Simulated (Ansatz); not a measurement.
# CH3BrO: the cost of one run

Method: RKS PBE-D4/def2-SVP; program: Ansatz 0.2.0, Gaussian basis.

Levels: PBE-D4, revPBE-D4, BLYP-D4, r2SCAN-D4, B97M-V, PBE0-D4, B3LYP-D4, HSE06-D4, wB97X-V, wB97M-V, B2PLYP, Hartree-Fock, MP2, CCSD, CCSD(T). The reference is CCSD(T) extrapolated to the basis limit. For elements past Ar these valence bases correlate outer-core shells poorly and lack relativity, so that limit is rough.

Correlated methods freeze the cores. Filled d shells of the heavier atoms are correlated. B3LYP uses VWN-RPA correlation. B2PLYP carries no dispersion term here.

176 further runs of the same task are left out: 176 set aside as unsound or not needed. Runs told in other sessions of the task aren't counted.

### Step 1. Where the work starts

The pair, from a GFN2-xTB docking trial: 6 atoms, charge 0, spin multiplicity 1.

Atoms are counted from 1 here; the program's logs count them from 0.

Bond lengths: Br1–H2 1.400 Å, C3–O4 1.194 Å, C3–H5 1.104 Å, C3–H6 1.103 Å. Angles: O4–C3–H5 122.7°, O4–C3–H6 122.9°, H5–C3–H6 114.4°.

Coordinates:

```xyz
6
charge 0, multiplicity 1
Br    0.5107    0.1085   -2.4584
H    -0.5767   -0.2239   -3.2744
C     0.0155    0.0300    1.4328
O    -0.4445    0.4686    2.4438
H    -0.0218   -1.0434    1.1771
H     0.5168    0.6602    0.6790
```

Atoms 1 to 2 are fragment A (HBr), the rest fragment B (CH₂O).

### Step 2. A first relaxation in a small basis

The input, pre/in.yaml:

```yaml
crystal:
  periodic: [false, false, false]
  atoms:
    - {symbol: Br, position_ang: [0.510700, 0.108500, -2.458400]}
    - {symbol: H, position_ang: [-0.576700, -0.223900, -3.274400]}
    - {symbol: C, position_ang: [0.015500, 0.030000, 1.432800]}
    - {symbol: O, position_ang: [-0.444500, 0.468600, 2.443800]}
    - {symbol: H, position_ang: [-0.021800, -1.043400, 1.177100]}
    - {symbol: H, position_ang: [0.516800, 0.660200, 0.679000]}
basis:
  gaussian: {orbitals: def2-SVP}
hamiltonian: {xc: pbe, dispersion: d4}
relax: {f_tol: 0.03, max_steps: 250}
```

Command:

```
$ ansatz run in.yaml --threads 4 --pin off --events-out ev --progress --plain --max-ram 9574MiB
```

**Question.** How long does this run take on 4 threads of Intel Xeon Platinum 8375C at 2.90GHz, shared host?

About 44 s.
